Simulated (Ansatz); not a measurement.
This script for a relaxation driven by ASE of RbAsO₃, space group Pm-3m with the Python package of Ansatz (0.2.0) holds a mistake.

`rbaso3.py`:
```python
# -*- coding: utf-8 -*-
'''Relax RbAsO3 with an ASE optimiser on Ansatz forces.'''

import warnings

import ansatz
from ase import Atoms
from ase.calculators.calculator import Calculator, all_changes
from ase.filters import FrechetCellFilter
from ase.optimize import LBFGS
from ase.units import GPa
import numpy as np


class Ansatz(Calculator):
    implemented_properties = ['energy', 'free_energy', 'forces', 'stress']

    def calculate(self, atoms=None, properties=('energy',), system_changes=all_changes):
        super().calculate(atoms, properties, system_changes)
        bare = self.atoms.copy()
        bare.set_constraint()
        bare.set_momenta(None)
        job = (
            ansatz.Crystal.from_ase(bare).calculation()
            .functional(ansatz.Functional.LDA)
            .occupations('fixed')
            .kpoints(4, 4, 4)
            .pseudopotentials('paw')
            .forces()
            .stress()
        )
        report = job.run().report
        self.results['energy'] = self.results['free_energy'] = report['lagrangian_ev']
        self.results['forces'] = np.array(report['forces_ev_ang'])
        s = -np.array(report['stress_gpa']) * GPa  # ASE counts tension as positive
        self.results['stress'] = s[[0, 1, 2, 1, 0, 0], [0, 1, 2, 2, 2, 1]]


def main():
    warnings.simplefilter('ignore')
    atoms = Atoms(
        ['Rb', 'As', 'O', 'O', 'O'],
        cell=[(3.939416, 0.0, 0.0), (0.0, 3.939416, 0.0), (0.0, 0.0, 3.939416)],
        scaled_positions=[
            (0.0, 0.0, 0.0),
            (0.5, 0.5, 0.5),
            (0.5, 0.5, 0.0),
            (0.5, 0.0, 0.5),
            (0.0, 0.5, 0.5),
        ],
        pbc=True,
    )
    atoms.calc = Ansatz()
    before = atoms.get_potential_energy(), atoms.get_volume()
    target = FrechetCellFilter(atoms)
    optimiser = LBFGS(target, logfile=None)


    def tell():
        fmax = np.linalg.norm(target.get_forces(), axis=1).max()
        print(f'step {optimiser.nsteps:2d}  E = {atoms.get_potential_energy():.5f} eV  fmax = {fmax:.4f}  V = {atoms.get_volume():.3f} A^3')


    optimiser.attach(tell)
    met = optimiser.run(fmax=0.03, steps=20)
    print('threshold met:', bool(met), ' energy gained:', round(before[0] - atoms.get_potential_energy(), 5), 'eV')
    print('cell lengths and angles:', np.round(atoms.cell.cellpar(), 3))
    print(np.round(atoms.get_scaled_positions(), 4))


if __name__ == '__main__':
    main()
```

```console
$ python rbaso3.py
step  0  E = -9607.95676 eV  fmax = 0.9403  V = 61.136 A^3
step  1  E = -9607.99268 eV  fmax = 0.8804  V = 60.645 A^3
step  2  E = -9608.21414 eV  fmax = 0.2010  V = 53.861 A^3
step  3  E = -9608.22307 eV  fmax = 0.0317  V = 55.061 A^3
step  4  E = -9608.22340 eV  fmax = 0.0009  V = 54.896 A^3
threshold met: True  energy gained: 0.26664 eV
cell lengths and angles: [ 3.801  3.801  3.801 90.    90.    90.   ]
[[0.  0.  0. ]
 [0.5 0.5 0.5]
 [0.5 0.5 0. ]
 [0.5 0.  0.5]
 [0.  0.5 0.5]]
```

No error stopped it. What is wrong with the input all the same?

The fault: fixed occupations, though the bands overlap at this level of theory. The correction:

`rbaso3.py`:
```python
# -*- coding: utf-8 -*-
'''Relax RbAsO3 with an ASE optimiser on Ansatz forces.'''

import warnings

import ansatz
from ase import Atoms
from ase.calculators.calculator import Calculator, all_changes
from ase.filters import FrechetCellFilter
from ase.optimize import LBFGS
from ase.units import GPa
import numpy as np


class Ansatz(Calculator):
    implemented_properties = ['energy', 'free_energy', 'forces', 'stress']

    def calculate(self, atoms=None, properties=('energy',), system_changes=all_changes):
        super().calculate(atoms, properties, system_changes)
        bare = self.atoms.copy()
        bare.set_constraint()
        bare.set_momenta(None)
        job = (
            ansatz.Crystal.from_ase(bare).calculation()
            .functional(ansatz.Functional.LDA)
            .occupations('fermi_dirac', width=0.1)
            .kpoints(4, 4, 4)
            .pseudopotentials('paw')
            .forces()
            .stress()
        )
        report = job.run().report
        self.results['energy'] = self.results['free_energy'] = report['lagrangian_ev']
        self.results['forces'] = np.array(report['forces_ev_ang'])
        s = -np.array(report['stress_gpa']) * GPa  # ASE counts tension as positive
        self.results['stress'] = s[[0, 1, 2, 1, 0, 0], [0, 1, 2, 2, 2, 1]]


def main():
    warnings.simplefilter('ignore')
    atoms = Atoms(
        ['Rb', 'As', 'O', 'O', 'O'],
        cell=[(3.939416, 0.0, 0.0), (0.0, 3.939416, 0.0), (0.0, 0.0, 3.939416)],
        scaled_positions=[
            (0.0, 0.0, 0.0),
            (0.5, 0.5, 0.5),
            (0.5, 0.5, 0.0),
            (0.5, 0.0, 0.5),
            (0.0, 0.5, 0.5),
        ],
        pbc=True,
    )
    atoms.calc = Ansatz()
    before = atoms.get_potential_energy(), atoms.get_volume()
    target = FrechetCellFilter(atoms)
    optimiser = LBFGS(target, logfile=None)


    def tell():
        fmax = np.linalg.norm(target.get_forces(), axis=1).max()
        print(f'step {optimiser.nsteps:2d}  E = {atoms.get_potential_energy():.5f} eV  fmax = {fmax:.4f}  V = {atoms.get_volume():.3f} A^3')


    optimiser.attach(tell)
    met = optimiser.run(fmax=0.03, steps=20)
    print('threshold met:', bool(met), ' energy gained:', round(before[0] - atoms.get_potential_energy(), 5), 'eV')
    print('cell lengths and angles:', np.round(atoms.cell.cellpar(), 3))
    print(np.round(atoms.get_scaled_positions(), 4))


if __name__ == '__main__':
    main()
```

The mended script runs so:

```console
$ python rbaso3.py
step  0  E = -9608.09638 eV  fmax = 0.7932  V = 61.136 A^3
step  1  E = -9608.12226 eV  fmax = 0.7479  V = 60.722 A^3
step  2  E = -9608.28021 eV  fmax = 0.2487  V = 54.277 A^3
step  3  E = -9608.29590 eV  fmax = 0.0341  V = 55.818 A^3
step  4  E = -9608.29714 eV  fmax = 0.0004  V = 55.630 A^3
threshold met: True  energy gained: 0.20076 eV
cell lengths and angles: [ 3.817  3.817  3.817 90.    90.    90.   ]
[[0.  0.  0. ]
 [0.5 0.5 0.5]
 [0.5 0.5 0. ]
 [0.5 0.  0.5]
 [0.  0.5 0.5]]
```

What to keep in mind:
- Total energies depend on the potentials; only differences at equal settings carry meaning. A total without «per atom» is that of the cell as typed.
- The calculator gives ASE the free energy under both names; ASE's own meaning of energy is the limit of zero smearing.
- The mesh is modest for a metal, so energies can be off by several to tens of meV an atom and pressures by half a GPa or more; differences at equal mesh fare better.
- At these settings the cell as given stands under about -10 GPa, so it isn't at this functional's equilibrium volume.
- This cell is a computed structure, which may not be the phase found in nature.
- Processor time in the engine: 5.1 s on 1 thread of Intel(R) Xeon(R) Processor @ 2.30GHz (shared host), peak memory 0.62 GiB.

(A comment or docstring line of the script was reworded after the run, the code is as it ran.)
